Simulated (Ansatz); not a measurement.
**YbOs (CsCl type): a single-point run**

Aim: a sound single-point run of YbOs (CsCl type). The structure is shown as the input types it.

Method: DFT PBE, scalar-relativistic, plane waves, PAW, in Ansatz 0.2.0.

1 further run of the same task is left out (it didn't finish). Runs told in other sessions of the task aren't counted.

## Step 1: The structure to begin with

Symmetry: Pm-3m, No. 221, cubic system. Conventional cell: a = 2.684 Å, b = 2.684 Å, c = 2.684 Å, α = 90.00°, β = 90.00°, γ = 90.00°. Yb (site symmetry m-3m) has 8 Os at 2.32 Å in its first shell of neighbours. Os (site symmetry m-3m) has 8 Yb at 2.32 Å in its first shell of neighbours.

Coordinates:

```
CELL_PARAMETERS angstrom
2.68361 0.00000 0.00000
0.00000 2.68361 0.00000
0.00000 0.00000 2.68361
ATOMIC_POSITIONS crystal
Yb 0.00000 0.00000 0.00000
Os 0.50000 0.50000 0.50000
```

## Step 2: Running it

input.yaml

```yaml
crystal:
  lattice:
    - [2.683608, 0.0, 0.0]
    - [0.0, 2.683608, 0.0]
    - [0.0, 0.0, 2.683608]
  atoms:
    - { symbol: Yb, position: [0.0, 0.0, 0.0] }
    - { symbol: Os, position: [0.5, 0.5, 0.5] }
basis:
  ecutwfc: 420
  ecutrho_ratio: 4
kpoints:
  mp_grid: { grid: [10, 10, 10] }
hamiltonian:
  xc: pbe
scf:
  occupations: { method: gaussian, width: 0.05 }
  max_iter: 80
output:
  forces: true
  stress: true
```

Run with:

```sh
$ ansatz run input.yaml --threads 2 --pin off --max-ram 2662MiB --backend cpu --events-out ev --progress --plain --runs-dir out
```

**Question.** How will this run end, and is anything wrong with its input?

The run converged and reported no error. It gives a pressure of 367 GPa, which is large; a structure far from rest gives such values too, whatever the setting.

All distances are much too short, so cores begin to overlap. The shortest distance in the input is 2.32 Å, between atoms 1 (Yb) and 2 (Os).

Fix: restore the intended size.
